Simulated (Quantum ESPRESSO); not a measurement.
# PtSe (P-6m2) in Quantum ESPRESSO: Hubbard U by linear response with RPBE+U

Aim: the Hubbard U by linear response of PtSe with RPBE+U.

Program: Quantum ESPRESSO 7.5. These are calculated values, not measurements. Logs are shortened: lines on timing, memory, paths and dates and some standing lists are left out, and cuts for length are marked.

**1. The crystal as given**

It takes space group P-6m2 (No. 187, hexagonal). The conventional cell has a = 3.702 Å, b = 3.702 Å, c = 3.613 Å, α = 90.00°, β = 90.00°, γ = 120.00°. Pt (site symmetry -6m2) has 6 Se at 2.80 Å as nearest neighbours. Around Se (site symmetry -6m2) lie 6 Pt at 2.80 Å.

The cell comes from a database or a generator and needn't be the stable form of this composition.

**2. Hubbard U by linear response, RPBE+U**

Contents of pw.in:

```
&CONTROL
  calculation = 'scf'
  prefix = 'pwscf'
  outdir = './tmp'
  pseudo_dir = './pseudo'
  tprnfor = .true.
  tstress = .true.
  disk_io = 'low'
/
&SYSTEM
  ibrav = 0
  celldm(1) = 8
  nat = 2
  ntyp = 2
  ecutwfc = 45
  ecutrho = 360
  nbnd = 21
  input_dft = 'rpbe'
  occupations = 'smearing'
  smearing = 'fd'
  degauss = 0.00367493
/
&ELECTRONS
  conv_thr = 4d-10
  electron_maxstep = 120
  mixing_beta = 0.3
/
ATOMIC_SPECIES
Pt   195.0840 pt_pbe_v1.4.uspp.F.UPF
Se    78.9710 se_pbe_v1.uspp.F.UPF
CELL_PARAMETERS alat
  0.8744401340723   0.0000000000000   0.0000000000000
 -0.4372200658550   0.7572873708340   0.0000000000000
  0.0000000000000   0.0000000000000   0.8534102460296
ATOMIC_POSITIONS crystal
Pt     0.0000000000    0.0000000000    0.0000000000
Se     0.6666666667    0.3333333333    0.5000000000
K_POINTS automatic
4 4 4 0 0 0
HUBBARD {ortho-atomic}
U Pt-5d 8.0
```

Contents of scf2.in:

```
&CONTROL
  calculation = 'scf'
  prefix = 'pwscf'
  outdir = './tmp'
  pseudo_dir = './pseudo'
  tprnfor = .true.
  tstress = .true.
  disk_io = 'low'
/
&SYSTEM
  ibrav = 0
  celldm(1) = 8
  nat = 2
  ntyp = 2
  ecutwfc = 45
  ecutrho = 360
  nbnd = 21
  input_dft = 'rpbe'
  occupations = 'smearing'
  smearing = 'fd'
  degauss = 0.00367493
  nosym = .true.
/
&ELECTRONS
  conv_thr = 1d-13
  electron_maxstep = 120
  mixing_beta = 0.3
/
ATOMIC_SPECIES
Pt   195.0840 pt_pbe_v1.4.uspp.F.UPF
Se    78.9710 se_pbe_v1.uspp.F.UPF
CELL_PARAMETERS alat
  0.8744401340723   0.0000000000000   0.0000000000000
 -0.4372200658550   0.7572873708340   0.0000000000000
  0.0000000000000   0.0000000000000   0.8534102460296
ATOMIC_POSITIONS crystal
Pt     0.0000000000    0.0000000000    0.0000000000
Se     0.6666666667    0.3333333333    0.5000000000
K_POINTS automatic
4 4 4 0 0 0
HUBBARD {ortho-atomic}
U Pt-5d 8.0
V Pt-5d Se-4p 1 2 1.0d-8
```

Contents of hp.in:

```
&INPUTHP
  prefix = 'pwscf'
  outdir = './tmp'
  nq1 = 2
  nq2 = 2
  nq3 = 2
  conv_thr_chi = 1d-06
  niter_max = 80
  iverbosity = 1
  alpha_mix(1) = 0.15
/
```

Potentials or basis: GBRV 1.5 PBE.

Command:

```sh
$ OMP_NUM_THREADS=1 pw.x -in pw.in > pw.out
$ OMP_NUM_THREADS=1 pw.x -in scf2.in > scf2.out
$ OMP_NUM_THREADS=1 hp.x -in hp.in > hp.out
```

pw.out:

```text
This program is part of the open-source Quantum ESPRESSO suite
     for quantum simulation of materials; please cite
         "P. Giannozzi et al., J. Phys.:Condens. Matter 21 395502 (2009);
         "P. Giannozzi et al., J. Phys.:Condens. Matter 29 465901 (2017);
         "P. Giannozzi et al., J. Chem. Phys. 152 154105 (2020);
     in publications or presentations arising from this work. More details at

     IMPORTANT: XC functional enforced from input :
     Exchange-correlation= RPBE
                           (   1   4  44   4   0   0   0)
     Any further DFT definition will be discarded
     Please, verify this is what you really want

     Message from routine setup:
     using ibrav=0 with symmetry is DISCOURAGED, use correct ibrav instead

     G-vector sticks info
     --------------------
     sticks:   dense  smooth     PW     G-vecs:    dense   smooth      PW
     Sum        1213     595    187                33401    11735    1991

     Using Slab Decomposition

     bravais-lattice index     =            0
     lattice parameter (alat)  =       8.0000  a.u.
     unit-cell volume          =     289.3468 (a.u.)^3
     number of atoms/cell      =            2
     number of atomic types    =            2
     number of electrons       =        22.00
     number of Kohn-Sham states=           21
     kinetic-energy cutoff     =      45.0000  Ry
     charge density cutoff     =     360.0000  Ry
     scf convergence threshold =      4.0E-10
     mixing beta               =       0.3000
     number of iterations used =            8  plain     mixing
     Exchange-correlation= RPBE
                           (   1   4  44   4   0   0   0)
     Hubbard projectors: ortho-atomic
     Hubbard parameters of DFT+U (Dudarev formulation) in eV:
     U(Pt-5d) =  8.0000

     Internal variables: lda_plus_u =T, lda_plus_u_kind = 0

     Internal variables: orbital_resolved =F, hub_pot_fix =F, apply_U = F

     celldm(1)=   8.000000  celldm(2)=   0.000000  celldm(3)=   0.000000
     celldm(4)=   0.000000  celldm(5)=   0.000000  celldm(6)=   0.000000

     crystal axes: (cart. coord. in units of alat)
               a(1) = (   0.874440   0.000000   0.000000 )
               a(2) = (  -0.437220   0.757287   0.000000 )
               a(3) = (   0.000000   0.000000   0.853410 )

     reciprocal axes: (cart. coord. in units 2 pi/alat)
               b(1) = (  1.143589  0.660251 -0.000000 )
               b(2) = (  0.000000  1.320503  0.000000 )
               b(3) = (  0.000000 -0.000000  1.171769 )

     PseudoPot. # 1 for Pt read from file:
     pt_pbe_v1.4.uspp.F.UPF
     Pseudo is Ultrasoft + core correction, Zval = 16.0
     Generated by new atomic code, or converted to UPF format
     Using radial grid of  985 points,  6 beta functions with:
                l(1) =   0
                l(2) =   0
                l(3) =   1
                l(4) =   1
                l(5) =   2
                l(6) =   2
     Q(r) pseudized with  8 coefficients,  rinner =    1.300   1.300   1.300
                                                       1.300   1.300

     PseudoPot. # 2 for Se read from file:
     se_pbe_v1.uspp.F.UPF
[... 60 lines left out ...]
       0.000  0.000  0.000  1.000  0.000
       0.000  0.000  0.000  0.000  1.000
     occupation matrix ns (before diag.):
       0.950  0.000  0.000  0.000  0.000
       0.000  0.950  0.000  0.000  0.000
       0.000  0.000  0.950  0.000  0.000
       0.000  0.000  0.000  0.950  0.000
       0.000  0.000  0.000  0.000  0.950

     Number of occupied Hubbard levels =    9.5000

     Atomic wfc used for Hubbard projectors are orthogonalized

     Starting wfcs are   16 randomized atomic wfcs +    5 random wfcs

     Self-consistent Calculation

     iteration #  1     ecut=    45.00 Ry     beta= 0.30
     Davidson diagonalization with overlap
     ethr =  1.00E-02,  avg # of iterations =  5.8

     =================== HUBBARD OCCUPATIONS ===================
     ------------------------ ATOM    1 ------------------------
     Tr[ns(  1)] =   8.94534
     eigenvalues:
       0.825  0.825  0.924  0.924  0.975
     eigenvectors (columns):
       0.000 -0.000  0.000  0.000 -1.000
      -0.030  1.000  0.000 -0.000 -0.000
       1.000  0.030 -0.000  0.000  0.000
      -0.000  0.000 -0.513  0.858  0.000
      -0.000  0.000 -0.858 -0.513 -0.000
     occupation matrix ns (before diag.):
[... 94 lines left out ...]
     iteration # 11     ecut=    45.00 Ry     beta= 0.30
     Davidson diagonalization with overlap
     ethr =  1.11E-11,  avg # of iterations =  4.5

     negative rho (up, down):  1.781E-01 0.000E+00

     End of self-consistent calculation

     =================== HUBBARD OCCUPATIONS ===================
     ------------------------ ATOM    1 ------------------------
     Tr[ns(  1)] =   9.32686
     eigenvalues:
       0.874  0.874  0.963  0.963  0.989
     eigenvectors (columns):
       0.000 -0.000  0.000  0.000  1.000
      -0.030  1.000  0.000 -0.000  0.000
       1.000  0.030 -0.000  0.000 -0.000
      -0.000  0.000 -0.518  0.855 -0.000
      -0.000  0.000 -0.855 -0.518  0.000
     occupation matrix ns (before diag.):
       0.989  0.000 -0.000 -0.000  0.000
       0.000  0.874  0.000 -0.000 -0.000
      -0.000  0.000  0.874  0.000  0.000
      -0.000 -0.000  0.000  0.963 -0.000
[... 36 lines left out ...]
   -39.5188 -39.3625 -39.3583  -2.7578   4.2629   5.6862   5.8817   6.1336
     6.4971   7.3944   9.5073  11.4550  14.8621  17.6784  19.6626  20.0391
    20.7692  23.9025  26.8139  27.2209  28.6026

          k = 0.0000-0.6603 0.0000 (  1460 PWs)   bands (ev):

   -39.5071 -39.3687 -39.3606  -2.8705   3.9796   5.3551   5.6520   6.8011
     7.0383   7.7786   8.8493  11.6112  13.9822  17.2124  19.8360  20.3488
    23.3291  25.7339  26.4368  26.7257  26.9217

          k = 0.0000-0.6603 0.2929 (  1478 PWs)   bands (ev):

   -39.5129 -39.3682 -39.3601  -2.7484   4.2710   5.0715   5.8970   6.9048
     7.0268   7.4107   9.7993  10.4406  14.0540  16.4352  19.5487  20.1597
    23.1723  24.5770  26.3840  28.3145  28.6975

          k = 0.0000-0.6603-0.5859 (  1464 PWs)   bands (ev):

   -39.5180 -39.3676 -39.3596  -2.6555   4.3071   5.3473   5.4689   6.9612
     7.0693   8.3019   9.0434  11.6470  11.9092  16.7740  18.0003  19.7175
    24.0341  26.8064  27.7605  27.8909  29.5873

          k = 0.2859 0.4952 0.0000 (  1465 PWs)   bands (ev):
[... 13 lines left out ...]
   -39.5180 -39.3658 -39.3621  -2.6351   4.5686   4.6378   6.3379   6.5774
     7.0106   8.5435   8.6214  11.6197  12.5640  15.4075  18.6885  20.9283
    23.0737  26.8436  26.9120  28.2342  28.7457

     the Fermi energy is    10.3381 ev

!    total energy              =    -254.15649134 Ry
     estimated scf accuracy    <          2.6E-11 Ry
     smearing contrib. (-TS)   =      -0.00123526 Ry
     internal energy E=F+TS    =    -254.15525608 Ry

     The total energy is F=E-TS. E is the sum of the following terms:
     one-electron contribution =     -67.68715543 Ry
     hartree contribution      =      46.85100679 Ry
     xc contribution           =     -86.66778508 Ry
     ewald contribution        =    -146.82891179 Ry
     Hubbard energy            =       0.17758943 Ry

     convergence has been achieved in  11 iterations

     negative rho (up, down):  1.781E-01 0.000E+00

     Forces acting on atoms (cartesian axes, Ry/au):

     atom    1 type  1   force =     0.00000000    0.00000000    0.00000000
     atom    2 type  2   force =     0.00000000    0.00000000    0.00000000

     Total force =     0.000000     Total SCF correction =     0.000000

     Computing stress (Cartesian axis) and pressure

     negative rho (up, down):  1.781E-01 0.000E+00
          total   stress  (Ry/bohr**3)                   (kbar)     P=      -74.72
  -0.00039206   0.00000000   0.00000000          -57.67        0.00        0.00
   0.00000000  -0.00039206   0.00000000            0.00      -57.67        0.00
   0.00000000   0.00000000  -0.00073961            0.00        0.00     -108.80

=------------------------------------------------------------------------------=
   JOB DONE.
=------------------------------------------------------------------------------=
```

scf2.out:

```text
This program is part of the open-source Quantum ESPRESSO suite
     for quantum simulation of materials; please cite
         "P. Giannozzi et al., J. Phys.:Condens. Matter 21 395502 (2009);
         "P. Giannozzi et al., J. Phys.:Condens. Matter 29 465901 (2017);
         "P. Giannozzi et al., J. Chem. Phys. 152 154105 (2020);
[... 647 lines left out ...]
  -0.00000000  -0.00039194   0.00000000           -0.00      -57.66        0.00
   0.00000000   0.00000000  -0.00073949            0.00        0.00     -108.78

=------------------------------------------------------------------------------=
   JOB DONE.
=------------------------------------------------------------------------------=
```

Run time: 22 min. Hardware: 1 thread of Arm Neoverse V2, shared host; peak memory 0.17 GiB.

Results:

```
Free energy                    : -3457.9752 eV
Pressure                       : -7.5 GPa
Band gap on the k mesh         : none (metal or under the smearing width)
Hubbard U from linear response : 4.78, 3.15 eV
```

Stress tensor (GPa, compression positive):
```
 -5.77   0.00   0.00
  0.00  -5.77   0.00
  0.00   0.00 -10.88
```

Levels at points of the mesh, in eV from the Fermi level:
```
             k point  band 8  band 9  band 10  band 11  band 12  band 13  band 14  band 15
  (0.00, 0.00, 0.00)   -3.11   -3.11    -1.53     0.54     0.54     0.91     8.20     8.58
 (0.00, 0.00, -0.50)   -4.24   -4.24    -3.17     0.57     0.57     5.68     6.37    11.79
 (0.00, -0.50, 0.00)   -3.54   -3.30    -2.56    -1.49     1.27     3.64     6.87     9.50
(0.00, -0.50, -0.50)   -3.38   -3.27    -2.04    -1.29     1.31     1.57     6.44     7.66
```

Eigenvalues of the final occupation matrices:
| site | spin | trace | eigenvalues |
| --- | --- | --- | --- |
| Pt 1 5d | each | 4.66 | 0.87 0.87 0.96 0.96 0.99 |

Hubbard U from linear response:
```csv
site,manifold,U (eV)
1,Pt-5d,4.78
2,Se-4p,3.15
```
On the first site the bare response is -0.288 and the screened one -0.117 eV⁻¹.

Inter-site Hubbard V, equal pairs joined:
| pair | distance (Å) | V (eV) | pairs listed |
| --- | --- | --- | --- |
| Pt–Se | 2.80 | -0.04 | 6 |
| Pt–Pt | 3.61 | -0.32 | 1 |
| Pt–Pt | 3.70 | -0.35 | 3 |
| Se–Pt | 2.80 | -0.04 | 6 |
| Se–Se | 3.61 | -0.08 | 1 |
| Se–Se | 3.70 | -0.12 | 3 |

Caveat: the k mesh is coarse (spacing up to 0.49 Å⁻¹), so the values aren't converged; the potentials were made for another functional, which shifts forces and pressure; U without spin polarisation on a metal has little footing.
